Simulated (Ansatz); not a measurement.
Predict the output of the script below (the Python package of Ansatz (0.2.0)).

Script `dimer_osi.py`:
```python
import ansatz as az
import numpy as np

BASIS = "cc-pVDZ"
XC = "pbe"

FIRST = [
    ("Si", (0.0, 0.0, -0.8575)),
    ("O", (0.0, 0.0, 0.8575)),
]
SECOND = [
    ("Si", (2.9815, 1.561, -1.0454)),
    ("O", (3.0063, 2.2557, 0.5224)),
]

def energy(atoms, ghosts=()):
    molecule = az.Crystal.molecule()
    for symbol, xyz in atoms:
        molecule = molecule.atom(symbol, xyz)
    calc = molecule.calculation().basis(gaussian=BASIS).functional(XC)
    deck = calc.input()
    if ghosts:
        deck = deck.set(az.key.basis.gaussian.ghost_atoms, [{"symbol": s, "position_ang": list(xyz)} for s, xyz in ghosts])
    return az.Session.from_dict(deck).plan().execute().report["free_energy_ev"]


def main() -> None:
    direction = np.array([0.841, 0.5361, -0.0735])
    print("shift (A)   counterpoise-corrected interaction (kJ/mol)")
    for shift in (-0.3, 0.0, 0.4, 1.0, 2.0):
        moved = [(s, tuple(np.round(np.array(xyz) + shift * direction, 4))) for s, xyz in SECOND]
        gain = energy(FIRST + moved) - energy(FIRST, moved) - energy(moved, FIRST)
        print(f"{shift:8.2f} {96.485332 * gain:14.3f}")


if __name__ == "__main__":
    main()
```

```console
$ python dimer_osi.py
shift (A)   counterpoise-corrected interaction (kJ/mol)
   -0.30          4.522
    0.00          2.499
    0.40          2.317
    1.00          2.598
    2.00          2.233
```

Notes:
- These settings explore the input space; basis and method may be short of convergence.
- The dimer is a generated trial pose of unrelaxed monomers, not a minimum, so the figure is no binding energy, and the basis set is small.
- This level lacks the dispersion part of the attraction (electrostatics and induction are there), which can decide the sign where the interaction is weak.
- The spin state was assumed, and another may lie lower.
- Hardware and time: 14 s on 1 thread of Arm Neoverse V1, on a shared host, peak memory 0.17 GiB.

(Lines on the test bed's own set-up are left out of the output.)
